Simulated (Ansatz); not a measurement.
HfIn4SiO6:

```
Hf In Si O
1.0
     2.71585   -4.70357    0.00833
     2.71585    4.70357    0.00833
    -1.87915    0.00000    7.40127
Hf In Si O
1 4 1 6
Direct
  0.78835 0.21165 0.00000
  0.62175 0.37825 0.50000
  0.45502 0.54498 0.00000
  0.28407 0.71593 0.50000
  0.95814 0.04186 0.50000
  0.12168 0.87832 0.00000
  0.06219 0.11415 0.86666
  0.88585 0.93781 0.13334
  0.79490 0.53784 0.86663
  0.46216 0.20510 0.13337
  0.15352 0.62879 0.13333
  0.37121 0.84648 0.86667
```

The cell was built by a generator and needn't be a form met in nature.

```yaml
Program: Ansatz 0.2.0
Task: relaxation of cell and atoms
Functional: PBEsol
Potentials_or_basis: all-electron PAW datasets made for the crystal
k_mesh: 4 × 4 × 2
Occupations: fermi-dirac, width 0.05 eV
Spin: no spin polarisation
```

At the start: volume 15.77 Å³/atom.

Question: Where does the relaxation end?

Answer: Over 7 steps the energy falls by 11.1 meV/atom and the volume is 14.97 Å³/atom (-5.1 %); space group C2 (No. 5, to 0.05 Å).

The path:
| step | energy change (eV) | largest force (eV/Å) | volume (Å³) |
| --- | --- | --- | --- |
| 1 | 0.0000 | 0.1805 | 189.24 |
| 2 | -0.0835 | 0.3888 | 175.73 |
| 3 | -0.1302 | 0.1254 | 180.45 |
| 4 | -0.1326 | 0.0484 | 179.98 |
| 5 | -0.1335 | 0.0073 | 179.64 |
| 6 | -0.1335 | 0.0035 | 179.67 |
| 7 | -0.1334 | 0.0035 | 179.67 |

Final structure:
```
CELL_PARAMETERS angstrom
2.68255 -4.64285 0.01883
2.68255 4.64285 0.01883
-1.82688 0.00000 7.20019
ATOMIC_POSITIONS crystal
Hf 0.78832 0.21168 0.00000
In 0.62096 0.37904 0.50000
In 0.45505 0.54495 0.00000
In 0.28470 0.71530 0.50000
In 0.95841 0.04159 0.50000
Si 0.12164 0.87836 0.00000
O 0.06221 0.11397 0.86359
O 0.88603 0.93779 0.13641
O 0.79578 0.53857 0.86332
O 0.46143 0.20422 0.13668
O 0.15276 0.62845 0.13635
O 0.37155 0.84724 0.86365
```

Caveat: the k mesh is coarse (spacing up to 0.42 Å⁻¹), so the values aren't converged; the k mesh is thin for a metal, which can move the energy by tens of meV per atom.
